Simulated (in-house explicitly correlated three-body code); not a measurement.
# Two electrons around a charge of +12 under Yukawa screening of 0.6 per bohr: exact states

The task here is to estimate one member of a computed series from the others.

Method: two electrons, non-relativistic, variational in exponentially correlated functions. Code: in-house explicitly correlated three-body code version 1.

## The atom as given

- charge of the centre: +12
- mass of the centre: infinite
- interactions: Yukawa, exp(−0.6 r)/r, between all pairs
- basis: 260 functions exp(−a r1 − b r2 − g r12) a state, exponent ranges optimised
- units: hartree and bohr; relativity and QED are left out

The first run:

Settings:

```ini
Z = 12.0
screening = 0.6
interaction_strength = 1.0
functions = 260
states_tried = 13
```

Started as:

```
$ python run_hyl.py task.json out
```

One of the session's tables, all rows but one given; the rest of the session is left out.

It belongs to the step «Levels». 

| state | binding (eV) | excitation (eV) | ⟨r12⟩ (bohr) |
| --- | --- | --- | --- |
| 1 ¹S | 1586.48 | 0 | 0.1902 |
| 2 ³S | 275.456 | 1311.03 | 0.5582 |
| 2 ¹S | 263.551 | 1322.93 | 0.5669 |
| 2 ³P | 260.384 | 1326.10 | 0.4890 |
| 2 ¹P | 252.004 | 1334.48 | 0.4821 |
| 3 ³S | 60.4717 | 1526.01 | 1.341 |
| 3 ¹S | 57.8933 | 1528.59 | 1.368 |
| 3 ³P | 54.9963 | 1531.49 | 1.283 |
| 3 ¹P | 53.1424 | 1533.34 | 1.302 |
| 4 ³S | ? | ? | ? |
| 4 ¹S | 7.30971 | 1579.17 | 3.127 |
| 4 ³P | 5.61468 | 1580.87 | 3.127 |
| 4 ¹P | 5.23504 | 1581.25 | 3.191 |

Q: Estimate the row for 4 ³S from the others.

**Answer.** binding (eV): 7.87500; excitation (eV): 1578.61; ⟨r12⟩ (bohr): 3.052. In the column «binding (eV)» it lies between 4 ¹S (7.30971) and 3 ¹P (53.1424).
